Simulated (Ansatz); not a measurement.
# CH5AlCl2F2: the cost of one run

Method: RKS r2SCANh-D4/def2-SVP, in Ansatz 0.2.0.

## 1. The system as given

Bond lengths: Al1–Cl2 2.604 Å, Al1–C3 1.973 Å, Al1–Cl4 2.022 Å, Al1–F6 2.112 Å, C3–H9 1.092 Å, C3–H10 1.092 Å, C3–H11 1.092 Å. Angles: Cl2–Al1–C3 107.3°, Cl2–Al1–Cl4 103.0°, Cl2–Al1–F6 86.0°, C3–Al1–Cl4 138.2°, C3–Al1–F6 106.6°, Cl4–Al1–F6 103.7°, Al1–C3–H9 111.0°, Al1–C3–H10 110.1°, Al1–C3–H11 114.1°, H9–C3–H10 106.5°, H9–C3–H11 107.3°, H10–C3–H11 107.3°.

Structure file:

```xyz
11

Al    0.2250   -0.6374    0.6590
Cl   -1.3424    1.4032    1.0559
C    -0.6831   -1.8329   -0.6213
Cl    1.2284   -0.7856    2.4083
H     1.2529    1.8698   -0.4579
F     1.4097    0.6837   -0.4867
H    -0.2266    2.5562    0.3600
F     0.7483    2.9314   -0.2258
H    -1.7307   -1.5520   -0.7441
H    -0.2213   -1.7484   -1.6068
H    -0.6602   -2.8881   -0.3405
```

## 2. A restrained relaxation towards end A

Springs on the bonds that form and break draw the guess towards this end; the thresholds are loose.

input.yaml

```yaml
crystal:
  periodic: [false, false, false]
  atoms:
    - { symbol: Al, position_ang: [0.225, -0.6374, 0.659] }
    - { symbol: Cl, position_ang: [-1.3424, 1.4032, 1.0559] }
    - { symbol: C, position_ang: [-0.6831, -1.8329, -0.6213] }
    - { symbol: Cl, position_ang: [1.2284, -0.7856, 2.4083] }
    - { symbol: H, position_ang: [1.2529, 1.8698, -0.4579] }
    - { symbol: F, position_ang: [1.4097, 0.6837, -0.4867] }
    - { symbol: H, position_ang: [-0.2266, 2.5562, 0.36] }
    - { symbol: F, position_ang: [0.7483, 2.9314, -0.2258] }
    - { symbol: H, position_ang: [-1.7307, -1.552, -0.7441] }
    - { symbol: H, position_ang: [-0.2213, -1.7484, -1.6068] }
    - { symbol: H, position_ang: [-0.6602, -2.8881, -0.3405] }
basis:
  gaussian: { orbitals: def2-SVP }
hamiltonian:
  xc: r2scanh
  dispersion: d4
relax:
  f_tol: 0.15
  max_steps: 25
  restrain:
    - { distance: [0, 5], at: 3.08, k: 30.0 }
    - { distance: [4, 7], at: 2.18, k: 30.0 }
    - { distance: [6, 1], at: 2.63, k: 30.0 }
    - { distance: [0, 1], at: 2.23, k: 30.0 }
    - { distance: [4, 5], at: 0.88, k: 30.0 }
    - { distance: [6, 7], at: 0.88, k: 30.0 }
```

Launch:

```bash
$ ansatz run input.yaml --threads 4 --pin off --max-ram 5120MiB --backend cpu --events-out ev --progress --plain --runs-dir out
```

What time and memory should one allow on 4 threads of Arm Neoverse N1, shared host?

About 47 s, with a peak of 0.35 GiB.
